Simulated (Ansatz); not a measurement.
Wanted: the native input for an Ansatz 0.2.0 run.

* Task: relaxation of cell and atoms
* Functional: PBE
* Dispersion: D4
* Potentials or basis: Ansatz PAW
* Cutoff: 420 eV (not typed: the program's choice for these potentials)
* k mesh: 9 × 9 × 9
* Occupations: fermi-dirac, width 0.05 eV
* Spin: no spin polarisation

The system is GeW.

```
Ge W
1.0
     0.00000    2.57761    2.57761
     2.57761    0.00000    2.57761
     2.57761    2.57761    0.00000
Ge W
1 1
Cartesian
  2.5776 2.5776 2.5776
  0.0000 0.0000 0.0000
```

The cell was built by a generator and needn't be a form met in nature.

These files were run (other wordings do the same):

input.yaml

```yaml
crystal:
  lattice:
    - [0.0, 2.57761, 2.57761]
    - [2.57761, 0.0, 2.57761]
    - [2.57761, 2.57761, 0.0]
  atoms:
    - { symbol: Ge, position: [0.5, 0.5, 0.5] }
    - { symbol: W, position: [0.0, 0.0, 0.0] }
hamiltonian:
  xc: pbe
  pseudopotentials: { kind: paw }
  dispersion: d4
kpoints:
  mp_grid: { grid: [9, 9, 9] }
scf:
  occupations: { method: fermi_dirac, width: 0.05 }
output:
  forces: true
  stress: true
  eigenvalues: true
relax:
  f_tol: 0.01
  max_steps: 40
  cell: { stress_tol: 0.05 }
```

Potentials or basis: Ansatz PAW.

Command:

```sh
$ ansatz run input.yaml --threads 2 --pin off --max-ram 5632MiB --backend cpu --events-out ev --progress --plain --runs-dir out
```

It gave:

The relaxed volume is 16.72 Å³/atom, the relaxed cell is a = 3.616 Å, b = 3.616 Å, c = 3.616 Å, α = 60.00°, β = 60.00°, γ = 60.00° and the space group after relaxing (to 0.05 Å) is Fm-3m (No. 225). The energy gained by relaxing is 5.5 meV/atom, the ionic steps are 5 and the pressure after relaxing is 0.0 GPa. The band gap on the k mesh is none (metal or under the smearing width).

Caveat: the plane-wave basis is chosen anew once the cell has moved, so the energies of steps on either side of that aren't comparable; pairwise dispersion overbinds metals, which lowers pressure and volume.

Wall time 6.6 s on 2 threads of Arm Neoverse N1, with other jobs on the host, peak memory 0.32 GiB.
